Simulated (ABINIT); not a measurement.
# Si2C (P4/mmm) in ABINIT: single point with PBE

Aim: the single point of Si2C with PBE.

All numbers are computed with ABINIT 10.8.3 (patched build); they aren't measurements. Logs are shortened: lines on timing, memory, paths and dates and some standing lists are left out, and cuts for length are marked. The log counts tension as positive stress, the text compression.

### Step 1. Starting point

Symmetry: P4/mmm, No. 123, tetragonal system. Conventional cell: a = 2.720 Å, b = 2.720 Å, c = 4.813 Å, α = 90.00°, β = 90.00°, γ = 90.00°. Around Si (site symmetry 4mm) lie 4 C at 2.25 Å and 2 Si at 2.33 to 2.48 Å. C (site symmetry 4/mmm) is surrounded by 8 Si at 2.25 Å.

The cell was built by a generator and needn't be a form met in nature.

### Step 2. Single point, PBE

The input, run.abi:

```
# Pseudopotentials
pp_dirpath "./"
pseudos "Si.upf, C.upf"

# Structure
acell 3*1.0 Angstrom
rprim
     2.7201400000     0.0000000000     0.0000000000
     0.0000000000     2.7201400000     0.0000000000
     0.0000000000     0.0000000000     4.8126800000
ntypat 2
znucl 14 6
natom 3
typat 1 1 2
xred
     0.5000000000     0.5000000000     0.2419500000
     0.5000000000     0.5000000000     0.7580500000
     0.0000000000     0.0000000000     0.0000000000

# Plane-wave basis
ecut 48.1

# k points
kptopt 1
ngkpt 8 8 4
nshiftk 1
shiftk 0.0 0.0 0.0

# Exchange and correlation
ixc 11

# Bands and occupations
nband 10
occopt 3
tsmear 0.05 eV

# SCF cycle
nstep 100
tolvrs 1.0e-10

# Output
iomode 3
prtwf 0
prteig 0
prtebands 0
enunit 1
prtden 1
prtvha 1
prtvclmb 1
prtpot 1
prtelf 1
```

Potentials or basis: PseudoDojo NC SR PBE v0.5 standard.

Launch:

```console
$ abinit run.abi > log 2>&1
```

run.abo:

```text
.Version 10.8.3 of ABINIT
 Symmetries : space group P4/m m m (#123); Bravais tP (primitive tetrag.)
================================================================================
 Values of the parameters that define the memory need of the present run
     intxc =       0    ionmov =       0      iscf =       7    lmnmax =       6
     lnmax =       6     mgfft =      60  mpssoang =       3    mqgrid =    3001
     natom =       3  nloc_mem =       1    nspden =       1   nspinor =       1
    nsppol =       1      nsym =      16    n1xccc =    2501    ntypat =       2
    occopt =       3   xclevel =       2
       mpw =        3864          nfft =       77760          nkpt =          45
================================================================================
================================================================================

--------------------------------------------------------------------------------
------------- Echo of variables that govern the present computation ------------
--------------------------------------------------------------------------------
 -outvars: echo values of preprocessed input variables --------
            acell      1.8897261259E+00  1.8897261259E+00  1.8897261259E+00 Bohr
              amu      2.80855000E+01  1.20110000E+01
             ecut      4.81000000E+01 Hartree
           enunit           1
              ixc          11
         kptrlatt        8    0    0      0    8    0      0    0    4
          kptrlen      3.63785885E+01
            natom           3
            nband          10
            ngfft          36      36      60
             nkpt          45
            nstep         100
             nsym          16
           ntypat           2
           occopt           3
        prtebands           0
           prteig           0
           prtelf           1
           prtpot           1
         prtvclmb           1
           prtvha           1
            prtwf           0
            rprim      2.7201400000E+00  0.0000000000E+00  0.0000000000E+00
                       0.0000000000E+00  2.7201400000E+00  0.0000000000E+00
                       0.0000000000E+00  0.0000000000E+00  4.8126800000E+00
          spgroup         123
           tolvrs      1.00000000E-10
           tsmear      1.83746611E-03 Hartree
            typat      1  1  2
           xangst      1.3600700000E+00  1.3600700000E+00  1.1644279260E+00
                       1.3600700000E+00  1.3600700000E+00  3.6482520740E+00
                       0.0000000000E+00  0.0000000000E+00  0.0000000000E+00
            xcart      2.5701598121E+00  2.5701598121E+00  2.2004498735E+00
                       2.5701598121E+00  2.5701598121E+00  6.8941972581E+00
                       0.0000000000E+00  0.0000000000E+00  0.0000000000E+00
             xred      5.0000000000E-01  5.0000000000E-01  2.4195000000E-01
                       5.0000000000E-01  5.0000000000E-01  7.5805000000E-01
                       0.0000000000E+00  0.0000000000E+00  0.0000000000E+00
            znucl       14.00000    6.00000

================================================================================

 chkinp: Checking input parameters for consistency.

================================================================================
== DATASET  1 ==================================================================

--- !DatasetInfo
iteration_state: {dtset: 1, }
dimensions: {natom: 3, nkpt: 45, mband: 10, nsppol: 1, nspinor: 1, nspden: 1, mpw: 3864, }
cutoff_energies: {ecut:  48.1, pawecutdg:  -1.0, }
electrons: {nelect:   1.20000000E+01, charge:   0.00000000E+00, occopt:   3.00000000E+00, tsmear:   1.83746611E-03, }
meta: {optdriver: 0, ionmov: 0, optcell: 0, iscf: 7, paral_kgb: 0, }
...

 Exchange-correlation functional for the present dataset will be:
  GGA: Perdew-Burke-Ernzerhof functional - ixc=11
  J.P.Perdew, K.Burke, M.Ernzerhof, PRL 77, 3865 (1996)

 Real(R)+Recip(G) space primitive vectors, cartesian coordinates (Bohr,Bohr^-1):
 R(1)=  5.1403196  0.0000000  0.0000000  G(1)=  0.1945404  0.0000000  0.0000000
 R(2)=  0.0000000  5.1403196  0.0000000  G(2)=  0.0000000  0.1945404  0.0000000
 R(3)=  0.0000000  0.0000000  9.0946471  G(3)=  0.0000000  0.0000000  0.1099548
 Unit cell volume ucvol=  2.4030682E+02 bohr^3
 Angles (23,13,12)=  9.00000000E+01  9.00000000E+01  9.00000000E+01 degrees

 getcut: wavevector=  0.0000  0.0000  0.0000  ngfft=  36  36  60
         ecut(hartree)=     48.100   => boxcut(ratio)=   2.11314

--- Pseudopotential description ------------------------------------------------
- pspini: atom type   1  psp file is ./Si.upf
12 -101130 2 -1 1510                          pspcod,pspxc,lmax,lloc,mmax
     nproj     2     2     2

- pspini: atom type   2  psp file is ./C.upf
12 -101130 1 -1 1248                          pspcod,pspxc,lmax,lloc,mmax
     nproj     2     2     0

   2.75998776E+02                                ecore*ucvol(ha*bohr**3)
--------------------------------------------------------------------------------

================================================================================

--- !BeginCycle
iteration_state: {dtset: 1, }
solver: {iscf: 7, nstep: 100, nline: 4, wfoptalg: 0, }
tolerances: {tolvrs: 1.00E-10, }
...

     iter   Etot(hartree)      deltaE(h)  residm     vres2
 ETOT  1  -14.207428793775    -1.421E+01 8.077E-02 1.710E+03
 ETOT  2  -14.197064602650     1.036E-02 1.394E-02 1.773E+03
 ETOT  3  -14.339624065547    -1.426E-01 1.157E-02 1.200E+00
 ETOT  4  -14.339830147832    -2.061E-04 7.677E-03 2.583E-01
 ETOT  5  -14.339854185926    -2.404E-05 1.683E-03 1.001E-01
 ETOT  6  -14.339862438464    -8.253E-06 9.779E-04 6.896E-04
 ETOT  7  -14.339862511836    -7.337E-08 3.350E-04 1.514E-06
 ETOT  8  -14.339862511982    -1.453E-10 2.107E-04 2.664E-08
 ETOT  9  -14.339862511983    -1.577E-12 4.002E-04 4.375E-09
 ETOT 10  -14.339862511983    -2.753E-13 1.265E-04 1.699E-10
 ETOT 11  -14.339862511983    -2.842E-14 3.934E-04 2.781E-14

 At SCF step   11       vres2   =  2.78E-14 < tolvrs=  1.00E-10 =>converged.

 Compute ELF
--------------------------------------------------------------------------------

 Compute kinetic energy density

 Compute gradient of the electron density
 Electron Localization Function (ELF) [min:0;max:1]
)     Maximum=    8.7625E-01  at reduced coord.    0.5000    0.5000    0.5833
)     Minimum=    2.0387E-06  at reduced coord.    0.0000    0.0000    0.0000
   Integrated=    1.1055E+02

--------------------------------------------------------------------------------
 End of ELF section

 Cartesian components of stress tensor (hartree/bohr^3)
  sigma(1 1)=  6.16121011E-06  sigma(3 2)=  0.00000000E+00
  sigma(2 2)=  6.16121011E-06  sigma(3 1)=  0.00000000E+00
  sigma(3 3)= -3.83262091E-05  sigma(2 1)=  0.00000000E+00

--- !ResultsGS
iteration_state: {dtset: 1, }
comment   : Summary of ground state results
lattice_vectors:
- [  5.1403196,   0.0000000,   0.0000000, ]
- [  0.0000000,   5.1403196,   0.0000000, ]
- [  0.0000000,   0.0000000,   9.0946471, ]
lattice_lengths: [   5.14032,    5.14032,    9.09465, ]
lattice_angles: [ 90.000,  90.000,  90.000, ] # degrees, (23, 13, 12)
lattice_volume:   2.4030682E+02
convergence: {deltae: -2.842E-14, res2:  2.781E-14, residm:  3.934E-04, diffor: null, }
etotal    :  -1.43398625E+01
entropy   :   0.00000000E+00
fermie    :   2.95175144E-01
cartesian_stress_tensor: # hartree/bohr^3
- [  6.16121011E-06,   0.00000000E+00,   0.00000000E+00, ]
- [  0.00000000E+00,   6.16121011E-06,   0.00000000E+00, ]
- [  0.00000000E+00,   0.00000000E+00,  -3.83262091E-05, ]
pressure_GPa:   2.5502E-01
xred      :
- [  5.0000E-01,   5.0000E-01,   2.4195E-01, Si]
- [  5.0000E-01,   5.0000E-01,   7.5805E-01, Si]
- [  0.0000E+00,   0.0000E+00,   0.0000E+00,  C]
cartesian_forces: # hartree/bohr
- [ -0.00000000E+00,  -0.00000000E+00,   7.24392126E-03, ]
- [ -0.00000000E+00,  -0.00000000E+00,  -7.24392126E-03, ]
- [ -0.00000000E+00,  -0.00000000E+00,  -0.00000000E+00, ]
force_length_stats: {min:   0.00000000E+00, max:   7.24392126E-03, mean:   4.82928084E-03, }
...

 Integrated electronic density in atomic spheres:
 ------------------------------------------------
 Atom  Sphere_radius  Integrated_density
    1        2.00000          1.72195480
    2        2.00000          1.72195480
    3        2.00000          3.72177930
================================================================================

 ----iterations are completed or convergence reached----

 Mean square residual over all n,k,spin=   13.715E-07; max=  39.338E-05
 reduced coordinates (array xred) for    3 atoms
       0.500000000000      0.500000000000      0.241950000000
       0.500000000000      0.500000000000      0.758050000000
       0.000000000000      0.000000000000      0.000000000000
 rms dE/dt=  3.1057E-02; max dE/dt=  6.5881E-02; dE/dt below (all hartree)
    1       0.000000000000      0.000000000000     -0.065880907683
    2       0.000000000000      0.000000000000      0.065880907683
    3       0.000000000000      0.000000000000      0.000000000000

 cartesian coordinates (angstrom) at end:
    1      1.36007000000000     1.36007000000000     1.16442792600000
    2      1.36007000000000     1.36007000000000     3.64825207400000
    3      0.00000000000000     0.00000000000000     0.00000000000000

 cartesian forces (hartree/bohr) at end:
    1     -0.00000000000000    -0.00000000000000     0.00724392125710
    2     -0.00000000000000    -0.00000000000000    -0.00724392125710
    3     -0.00000000000000    -0.00000000000000    -0.00000000000000
 frms,max,avg= 3.4148172E-03 7.2439213E-03   0.000E+00  0.000E+00  0.000E+00 h/b

 cartesian forces (eV/Angstrom) at end:
    1     -0.00000000000000    -0.00000000000000     0.37249740792825
    2     -0.00000000000000    -0.00000000000000    -0.37249740792825
    3     -0.00000000000000    -0.00000000000000    -0.00000000000000
 frms,max,avg= 1.7559696E-01 3.7249741E-01   0.000E+00  0.000E+00  0.000E+00 e/A
 length scales=  1.889726125908  1.889726125908  1.889726125908 bohr
              =  1.000000000000  1.000000000000  1.000000000000 angstroms
 Fermi (or HOMO) energy (eV) =   8.03212   Average Vxc (eV)= -11.26705
 Eigenvalues (   eV  ) for nkpt=  45  k points:
 kpt#   1, nband= 10, wtk=  0.00391, kpt=  0.0000  0.0000  0.0000 (reduced coord)
  -8.65011   -1.51372   -0.36046    6.56130    6.56130    9.72943   11.92209   12.90797
  16.05595   16.19674
 prteigrs : prtvol=0 or 1, do not print more k-points.

--- !EnergyTerms
iteration_state     : {dtset: 1, }
comment             : Components of total free energy in Hartree
kinetic             :  7.03249326622730E+00
hartree             :  1.77586182623890E+00
xc                  : -5.22723734774287E+00
Ewald energy        : -1.47841564573181E+01
psp_core            :  1.14852659151571E+00
local_psp           : -5.28354218798768E+00
non_local_psp       :  9.98560798930686E-01
internal            : -1.43394935101360E+01
'-kT*entropy'       : -3.69001847423195E-04
total_energy        : -1.43398625119835E+01
total_energy_eV     : -3.90207537527846E+02
band_energy         :  7.13102945148930E-01
...

 Cartesian components of stress tensor (hartree/bohr^3)
  sigma(1 1)=  6.16121011E-06  sigma(3 2)=  0.00000000E+00
  sigma(2 2)=  6.16121011E-06  sigma(3 1)=  0.00000000E+00
  sigma(3 3)= -3.83262091E-05  sigma(2 1)=  0.00000000E+00

-Cartesian components of stress tensor (GPa)         [Pressure=  2.5502E-01 GPa]
- sigma(1 1)=  1.81269060E-01  sigma(3 2)=  0.00000000E+00
- sigma(2 2)=  1.81269060E-01  sigma(3 1)=  0.00000000E+00
- sigma(3 3)= -1.12759600E+00  sigma(2 1)=  0.00000000E+00

== END DATASET(S) ==============================================================
================================================================================

 -outvars: echo values of variables after computation  --------
            acell      1.8897261259E+00  1.8897261259E+00  1.8897261259E+00 Bohr
           etotal     -1.4339862512E+01
            fcart     -0.0000000000E+00 -0.0000000000E+00  7.2439212571E-03
                      -0.0000000000E+00 -0.0000000000E+00 -7.2439212571E-03
                      -0.0000000000E+00 -0.0000000000E+00 -0.0000000000E+00
            rprim      2.7201400000E+00  0.0000000000E+00  0.0000000000E+00
                       0.0000000000E+00  2.7201400000E+00  0.0000000000E+00
                       0.0000000000E+00  0.0000000000E+00  4.8126800000E+00
           strten      6.1612101057E-06  6.1612101057E-06 -3.8326209095E-05
                       0.0000000000E+00  0.0000000000E+00  0.0000000000E+00
           xangst      1.3600700000E+00  1.3600700000E+00  1.1644279260E+00
                       1.3600700000E+00  1.3600700000E+00  3.6482520740E+00
                       0.0000000000E+00  0.0000000000E+00  0.0000000000E+00
             xred      5.0000000000E-01  5.0000000000E-01  2.4195000000E-01
                       5.0000000000E-01  5.0000000000E-01  7.5805000000E-01
                       0.0000000000E+00  0.0000000000E+00  0.0000000000E+00
 Calculation completed.
```

It took 33 s on 1 thread of Intel Xeon 6975P-C (Granite Rapids), shared host; peak memory 0.1 GiB.

What came out:

- Free energy: -390.2075 eV
- Pressure: 0.3 GPa
- Largest force: 0.372 eV/Å
- Band gap on the k mesh: none (metal or under the smearing width)
- Valence electrons inside the program's atomic spheres: Si 1.72; C 3.72

Forces on the atoms (eV/Å):
```
Si   0.000  0.000  0.372
Si   0.000  0.000 -0.372
C    0.000  0.000  0.000
```
